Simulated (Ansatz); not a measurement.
# SnF4 (SMILES [F][Sn]([F])([F])[F]) at BHLYP/def2-SVP (core potential)

Aim: the vertical ionisation energy of SnF4 at BHLYP/def2-SVP (core potential), from 2 runs. 

Program for the calculation: Ansatz 0.2.0.

48 further runs of the same task are left out: 21 that didn't finish, 27 set aside as unsound or not needed. Runs told in other sessions of the task aren't counted.

**1. Starting point**

SnF4 has 5 atoms, charge 0, and is taken as a singlet. SMILES: `[F][Sn]([F])([F])[F]`. Geometry: relaxed at PBE0-D4/def2-TZVP.

Bond lengths: F1–Sn2 1.876 Å, Sn2–F3 1.876 Å, Sn2–F4 1.876 Å, Sn2–F5 1.876 Å. Angles: F1–Sn2–F3 109.5°, F1–Sn2–F4 109.5°, F1–Sn2–F5 109.5°, F3–Sn2–F4 109.5°, F3–Sn2–F5 109.5°, F4–Sn2–F5 109.5°.

**2. A single-point energy at BHLYP/def2-SVP (core potential)**

File in.yaml:

```yaml
crystal:
  periodic: [false, false, false]
  atoms:
    - {symbol: F, position_ang: [0.130300, -0.871400, 1.656700]}
    - {symbol: Sn, position_ang: [0.009900, -0.014700, -0.008300]}
    - {symbol: F, position_ang: [-1.285400, 1.340000, 0.078100]}
    - {symbol: F, position_ang: [-0.477600, -1.263800, -1.320800]}
    - {symbol: F, position_ang: [1.672500, 0.736200, -0.447200]}
basis:
  gaussian: {orbitals: def2-SVP}
hamiltonian: {xc: {name: BHLYP}}
accuracy: high
output: {orbitals: {seedname: orbitals}}
```

Launch:

```bash
ansatz run in.yaml --threads 1 --pin off --max-ram 3480MiB --events-out events.jsonl --progress --plain --runs-dir runs
```

Output:

```text
Warning: RAYON_NUM_THREADS=1 ignored (pool sized by the plan → 1); use --threads N
Functional definition: BHLYP
  name "BHLYP"
  parameter a = 0.5
  exchange = (1 - a)*b88_x + a*exact_x
  correlation = lyp_c
1743 factors; integrals over basis functions are off by at most 3.2e-9 eV
mean field evaluation 1: about -16680.3263 eV, gradient 5.9e1 eV
mean field evaluation 2: about -16677.7526 eV, gradient 7.5e1 eV
mean field evaluation 4: about -16686.0926 eV, gradient 9.3e-1 eV
mean field evaluation 8: about -16686.2929 eV, gradient 9.7e-3 eV
mean field evaluation 16: about -16686.2929 eV, gradient 1.5e-6 eV
mean field -16686.29288850 eV, -613.2099532767 hartree, gradient 2.4e-8 eV, S^2 0.000000; 0 other end points of the search recorded, 0 dependent functions left out
reference -16686.29291393 eV, -613.2099542115 hartree; 29, 29 occupied and 53, 53 virtual orbitals, 1743 factors
Total energy: -16686.29291393 eV, -613.2099542115 hartree
```

Run time: 8.1 s. Hardware: 1 thread of Arm Neoverse V1, shared host; peak memory 0.27 GiB.

**3. The doublet cation**

File job.yaml:

```yaml
crystal:
  periodic: [false, false, false]
  atoms:
    - {symbol: F, position_ang: [0.130300, -0.871400, 1.656700]}
    - {symbol: Sn, position_ang: [0.009900, -0.014700, -0.008300]}
    - {symbol: F, position_ang: [-1.285400, 1.340000, 0.078100]}
    - {symbol: F, position_ang: [-0.477600, -1.263800, -1.320800]}
    - {symbol: F, position_ang: [1.672500, 0.736200, -0.447200]}
basis:
  gaussian:
    orbitals: def2-SVP
hamiltonian:
  xc: {name: BHLYP}
total_charge: 1
magnetization:
  spin_polarized: true
  initial_magnetization: 1
accuracy: high
output: {orbitals: {seedname: orbitals}}
```

Launch:

```bash
ansatz run job.yaml --threads 1 --pin off --max-ram 3480MiB --events-out events.jsonl --progress --plain --runs-dir runs
```

Output:

```text
Warning: RAYON_NUM_THREADS=1 ignored (pool sized by the plan → 1); use --threads N
Functional definition: BHLYP
  name "BHLYP"
  parameter a = 0.5
  exchange = (1 - a)*b88_x + a*exact_x
  correlation = lyp_c
1746 factors; integrals over basis functions are off by at most 3.2e-9 eV
mean field evaluation 1: about -16661.9292 eV, gradient 5.1e1 eV
mean field evaluation 2: about -16658.7344 eV, gradient 6.2e1 eV
mean field evaluation 4: about -16670.5435 eV, gradient 4.7e0 eV
mean field evaluation 8: about -16670.7192 eV, gradient 4.8e-1 eV
mean field evaluation 16: about -16670.7259 eV, gradient 2.2e-1 eV
mean field evaluation 32: about -16670.9403 eV, gradient 1.2e-6 eV
mean field evaluation 64: about -16670.9047 eV, gradient 1.8e0 eV
mean field -16670.94025115 eV, -612.6457542606 hartree, gradient 6.6e-8 eV, S^2 0.803198; 6 other end points of the search recorded, 0 dependent functions left out
reference -16670.94027591 eV, -612.6457551706 hartree; 29, 28 occupied and 53, 54 virtual orbitals, 1746 factors
Total energy: -16670.94027591 eV, -612.6457551706 hartree
```

Run time: 45 s. Hardware: 1 thread of Arm Neoverse V1, shared host; peak memory 0.44 GiB.

**4. Results**

At BHLYP/def2-SVP (core potential):

| quantity | value |
| --- | --- |
| singlet SnF4: total energy | -613.20995 Eh |
| singlet SnF4: HOMO energy | -14.27 eV |
| singlet SnF4: LUMO energy | -2.48 eV |
| singlet SnF4: HOMO–LUMO gap | 11.79 eV |
| doublet cation: total energy | -612.64576 Eh |
| doublet cation: HOMO energy (highest over α and β) | -19.93 eV |
| doublet cation: LUMO energy (lowest over α and β) | -16.45 eV |
| doublet cation: ⟨S²⟩ | 0.803 |
| vertical ionisation energy (to the doublet cation) | 15.353 eV |

In words: The vertical ionisation energy comes to 15.35 eV (1481 kJ/mol). The negative HOMO energy of the first species, 14.27 eV, lies 1.09 eV below that difference.
